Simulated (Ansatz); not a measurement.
Ti3Se in Ansatz: the effect of target pressure

The system is Ti3Se.

```
Se Ti
1.0
     3.19745    0.00000    0.00000
    -1.59872    2.76907    0.00000
     0.00000    0.00000    7.94275
Se Ti
1 3
Cartesian
  0.0000 0.0000 0.0000
  1.5987 0.9230 3.9714
  0.0000 1.8460 6.1390
  0.0000 1.8460 1.8038
```

The cell comes from a database or a generator and needn't be the stable form of this composition.

Alike in all runs:

| Quantity | Value |
| --- | --- |
| Program | Ansatz 0.2.0 |
| Task | relaxation of cell and atoms |
| Functional | PBEsol |
| Potentials or basis | Ansatz PAW |
| Cutoff | 420 eV (not typed: the program's choice for these potentials) |
| k mesh | 10 × 10 × 4 |
| Occupations | fermi-dirac, width 0.05 eV |
| Spin | no spin polarisation |

Each run relaxes the cell or the atoms first.

```csv
target pressure,relaxed volume (Å³/atom)
0 GPa,16.90
2 GPa,16.62
5 GPa,?
10 GPa,15.70
20 GPa,14.81
30 GPa,14.11
```

What does the run with target pressure 5 GPa give?

Relaxed volume 16.25 Å³/atom.

Worked out: In Murnaghan's law V^(-B') rises as a straight line in P. The other rows fit best with B' = 3.5, V0 = 16.90 Å³/atom and B0 = 119 GPa, which gives 16.25 Å³/atom at 5 GPa, against the run's 16.25.

Caveats: the plane-wave basis is chosen anew once the cell has moved, so the energies of steps on either side of that aren't comparable; the PAW data sets come from PBE, with cores solved anew for the run's functional, which leaves a small shift of forces and pressure; the volume moved by over 15 % at a fixed basis, so the end points are rough (some runs).
